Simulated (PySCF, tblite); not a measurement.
# C2H10B2OSi: geometry, infrared bands and NMR shifts

Wanted: the infrared bands and NMR shifts of C2H10B2OSi (`CBCBO[SiH3]`), by calculation.

The runs use tblite 0.8.0 and PySCF 2.14.0, with density-fitted response routines of our own; the level of theory stands in each step. All values are computed, except where a source is named. Atoms count from 0, in the outputs and in this text.

**1. Starting geometry**

16 atoms, charge 0, multiplicity 1; geometry from: force field or distance geometry start.

Bonds of the start (Å): C0–B1 1.58, B1–C2 1.60, C2–B3 1.57, B3–O4 1.48, O4–Si5 1.73, C0–H6 1.12, C0–H7 1.11, C0–H8 1.09, B1–H9 1.20, C2–H10 1.10, C2–H11 1.12, B3–H12 1.18, Si5–H13 1.47, Si5–H14 1.48, Si5–H15 1.47.

**2. Relaxing the molecule with GFN2-xTB**

Job settings and geometry (Å):

```
{"job": {"kind": "relax", "xc": "GFN2-xTB", "basis": "xTB"}, "charge": 0, "multiplicity": 1}
C     -2.462000     0.486500     0.462900
B     -1.876200    -0.932300     0.074000
C     -0.329600    -1.287500     0.307800
B      0.584200    -0.005200     0.329100
O      1.797100     0.096300     1.165700
Si     2.977200     0.818400     0.126600
H     -3.557500     0.532400     0.239300
H     -2.294900     0.620600     1.553700
H     -1.983800     1.244100    -0.161800
H     -2.637200    -1.847400     0.182400
H     -0.269300    -1.848400     1.250600
H     -0.063200    -1.976300    -0.529100
H      0.091700     1.024700     0.021500
H      3.691200    -0.272100    -0.558400
H      2.355000     1.760700    -0.825800
H      3.969500     1.594400     0.885200
```

On the command line:

```
$ OMP_NUM_THREADS=1 python probes_run.py task.json out
```

One launch serves the whole session: the jobs run in the order shown.

**Question.** This job is followed by: GFN2-xTB harmonic vibrations, gas phase; GIAO PBE0/pcSseg-1 NMR shielding, non-relativistic, gas phase. Predict these results of the whole session: strongest single infrared mode (GFN2-xTB); zero-point energy (GFN2-xTB); ¹³C shifts against TMS (PBE0/pcSseg-1); ¹H shifts against TMS (PBE0/pcSseg-1, means over atoms taken as alike); ¹¹B shifts against BF3·OEt2 (PBE0/pcSseg-1); ¹⁷O shifts against H2O (PBE0/pcSseg-1); ²⁹Si shifts against TMS (PBE0/pcSseg-1).

The runs gave:

| quantity | value |
| --- | --- |
| strongest single infrared mode (GFN2-xTB) | 1380 cm⁻¹, 549 km/mol |
| zero-point energy (GFN2-xTB) | 73.0 kcal/mol |
| ¹³C shifts against TMS (PBE0/pcSseg-1) | 50.2, 18.0 ppm |
| ¹H shifts against TMS (PBE0/pcSseg-1, means over atoms taken as alike) | 7.82, 5.58, 5.33, 2.61, 1.14 ppm |
| ¹¹B shifts against BF3·OEt2 (PBE0/pcSseg-1) | 85.8, 47.3 ppm |
| ¹⁷O shifts against H2O (PBE0/pcSseg-1) | 183.6 ppm |
| ²⁹Si shifts against TMS (PBE0/pcSseg-1) | -45.6 ppm |

The optimisation took 217 steps and gained 1.688 eV; among the close pairs (by a distance rule), B3–O4 changed most, from 1.477 to 1.319 Å. All 42 modes are real, so the xTB geometry is a minimum. The strongest single mode, at 1380 cm⁻¹, is spread over many atoms; the largest shares are those of O4, B3. Unscaled tight-binding wavenumbers are off by several per cent, some by more. Its intensities can rank the bands wrongly. At PBE0/pcSseg-1: The widest tensor belongs to O4: span 404 ppm, with a paramagnetic part of -244 ppm.
